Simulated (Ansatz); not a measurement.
Crystal: TaO.

```xyz
2
Lattice="3.0661 0.0000 0.0000 -1.5331 2.6553 0.0000 0.0000 0.0000 3.8550" Properties=species:S:1:pos:R:3 pbc="T T T"
Ta    0.0000    0.0000    1.9275
O     0.0000    0.0000    0.0000
```

The cell was built by a generator and needn't be a form met in nature.

* Program: Ansatz 0.2.0
* Task: relaxation of cell and atoms
* Functional: HSEsol
* Potentials or basis: Ansatz PAW
* Cutoff: 420 eV (not typed: the program's choice for these potentials)
* k mesh: 5 × 5 × 4
* Occupations: fermi-dirac, width 0.05 eV
* Spin: no spin polarisation

At the start: volume 15.69 Å³/atom.

Q: Where does the relaxation end?

A: It ends after 7 steps and the volume is 15.01 Å³/atom (-4.4 %); space group P6/mmm (No. 191, to 0.05 Å).

The path:
| step | energy change (eV) | largest force (eV/Å) | volume (Å³) |
| --- | --- | --- | --- |
| 1 | 0.0000 | 0.0000 | 31.39 |
| 2 | -0.0385 | 0.0000 | 30.08 |
| 3 | -0.0393 | 0.0000 | 30.03 |
| 4 | -0.0393 | 0.0000 | 30.05 |
| 5 | -0.0372 | 0.0000 | 30.05 |
| 6 | -0.0373 | 0.0000 | 30.01 |
| 7 | -0.0372 | 0.0000 | 30.01 |

Final structure:
```
Ta O
1.0
     3.01885    0.00000    0.00000
    -1.50943    2.61440    0.00000
     0.00000    0.00000    3.80294
Ta O
1 1
Direct
  0.00000 0.00000 0.50000
  0.00000 0.00000 0.00000
```

Caveat: the k mesh is coarse (spacing up to 0.47 Å⁻¹), so the values aren't converged, least of all with exact exchange; the plane-wave basis is chosen anew once the cell has moved, so the energies of steps on either side of that aren't comparable; the pressure holds a Pulay correction of +0.3 GPa for the finite cutoff; an odd number of electrons without spin polarisation forces a metal; a magnetic or distorted state may lie lower; the PAW data sets come from PBE, with cores solved anew for the run's functional, which leaves a small shift of forces and pressure.
